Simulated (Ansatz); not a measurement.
# TiO2: the cost of one run

Method: DFT r2SCAN, PAW, plane waves, scalar-relativistic, in Ansatz 0.2.0.

**1. The starting structure**

Symmetry: Pbcn, No. 60, orthorhombic system. Conventional cell: a = 4.515 Å, b = 5.497 Å, c = 4.939 Å, α = 90.00°, β = 90.00°, γ = 90.00°. O (site symmetry 1) has 3 Ti at 1.89 to 2.05 Å as nearest neighbours. Ti (site symmetry 2) is surrounded by 6 O at 1.89 to 2.05 Å.

Structure file:

```
O Ti
1.0
     4.51500    0.00000    0.00000
     0.00000    5.49700    0.00000
     0.00000    0.00000    4.93900
O Ti
8 4
Direct
  0.28600 0.37600 0.41200
  0.21400 0.12400 0.91200
  0.78600 0.12400 0.58800
  0.71400 0.37600 0.08800
  0.71400 0.62400 0.58800
  0.78600 0.87600 0.08800
  0.21400 0.87600 0.41200
  0.28600 0.62400 0.91200
  0.00000 0.17100 0.25000
  0.50000 0.32900 0.75000
  0.00000 0.82900 0.75000
  0.50000 0.67100 0.25000
```

In tables a label like Ti12 counts atoms in the order of input.yaml; a structure file may count by element.

The first starts: parallel moments, plain SCF; opposed moments +--+, plain SCF; no spin polarisation; spin on, no moments given (the program may seed its own), plain SCF. Further starts follow from what these give.

“Plain SCF” means no search for lower states. Ends within 0.2 meV/atom and 0.1 μB count as one state.

Moments by site are taken inside atomic spheres; the rest lies between them.

**2. Parallel moments, plain SCF**

File input.yaml:

```yaml
crystal:
  lattice:
    - [4.515, 0.0, 0.0]
    - [0.0, 5.497, 0.0]
    - [0.0, 0.0, 4.939]
  atoms:
    - { symbol: O, position: [0.286, 0.376, 0.412] }
    - { symbol: O, position: [0.214, 0.124, 0.912] }
    - { symbol: O, position: [0.786, 0.124, 0.588] }
    - { symbol: O, position: [0.714, 0.376, 0.088] }
    - { symbol: O, position: [0.714, 0.624, 0.588] }
    - { symbol: O, position: [0.786, 0.876, 0.088] }
    - { symbol: O, position: [0.214, 0.876, 0.412] }
    - { symbol: O, position: [0.286, 0.624, 0.912] }
    - { symbol: Ti, position: [0.0, 0.171, 0.25], spin: 1.0 }
    - { symbol: Ti, position: [0.5, 0.329, 0.75], spin: 1.0 }
    - { symbol: Ti, position: [0.0, 0.829, 0.75], spin: 1.0 }
    - { symbol: Ti, position: [0.5, 0.671, 0.25], spin: 1.0 }
magnetization:
  spin_polarized: true
hamiltonian:
  xc: r2scan
  pseudopotentials: { kind: paw }
basis:
  ecutwfc: 500
kpoints:
  mp_grid: { grid: [3, 3, 3] }
scf:
  occupations: { method: fermi_dirac, width: 0.05 }
  lower_state_search: "off"
output:
  forces: true
  stress: true
```

Run with:

```console
$ ansatz run input.yaml --threads 4 --pin off --max-ram 9216MiB --backend cpu --events-out ev --progress --plain --runs-dir out
```

**Question.** How long does this run take on 4 threads of Arm Neoverse V1, shared host, and how much memory does it need?

About 18 s, with a peak of 0.83 GiB.
